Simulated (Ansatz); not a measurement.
# Ni (Fm-3m): seeking the equilibrium cell

Where does the pressure of Ni (Fm-3m) vanish? The run doesn't test whether this is the element's stable form.

Computed with Ansatz 0.2.0 (DFT PBE, scalar-relativistic, plane waves, PAW, unless a step's input says otherwise).

3 further runs of the same task are left out: 3 set aside as unsound or not needed.

## Step 1: The structure to begin with

The structure is cubic, space group Fm-3m (No. 225). The conventional cell has a = 3.524 Å, b = 3.524 Å, c = 3.524 Å, α = 90.00°, β = 90.00°, γ = 90.00°. Ni (site symmetry m-3m) is surrounded by 12 Ni at 2.49 Å.

Coordinates:

```xyz
1
Lattice="0.0000 1.7619 1.7619 1.7619 0.0000 1.7619 1.7619 1.7619 0.0000" Properties=species:S:1:pos:R:3 pbc="T T T"
Ni    0.0000    0.0000    0.0000
```

The moments start at Ni 0.80 μB.

## Step 2: First run, at the start cell

Input file input.yaml:

```yaml
crystal:
  lattice:
    - [0.0, 1.761935, 1.761935]
    - [1.761935, 0.0, 1.761935]
    - [1.761935, 1.761935, 0.0]
  atoms:
    - { symbol: Ni, position: [0.0, 0.0, 0.0], spin: 0.8 }
basis:
  ecutwfc: 420
  ecutrho_ratio: 4
kpoints:
  mp_grid: { grid: [22, 22, 22] }
hamiltonian:
  xc: pbe
scf:
  occupations: { method: gaussian, width: 0.05 }
output:
  forces: true
  stress: true
  eigenvalues: true
  populations: true
magnetization:
  spin_polarized: true
```

Run with:

```bash
> ansatz run input.yaml --threads 2 --pin off --max-ram 5120MiB --backend cpu --events-out ev --progress --plain --runs-dir out
```

The runs that follow: Next volume, run 2; A new volume, run 3.

Before running it: what results should come out? Wanted: volume; pressure; conventional cell; gap on the mesh; moments in the spheres.

As calculated:

```
              quantity                                                                      value
                volume                                                             10.891 Å³/atom
              pressure                                                                   0.00 GPa
     conventional cell  a = 3.519 Å, b = 3.519 Å, c = 3.519 Å, α = 90.00°, β = 90.00°, γ = 90.00°
       gap on the mesh                                                               none (metal)
moments in the spheres                                                                 Ni 0.69 μB
```

What this shows: The volume went from 10.94 to 10.89 Å³/atom (-0.4 %), where 0.00 GPa is left. Only the order of the starting moments is followed; others weren't tried in this session.
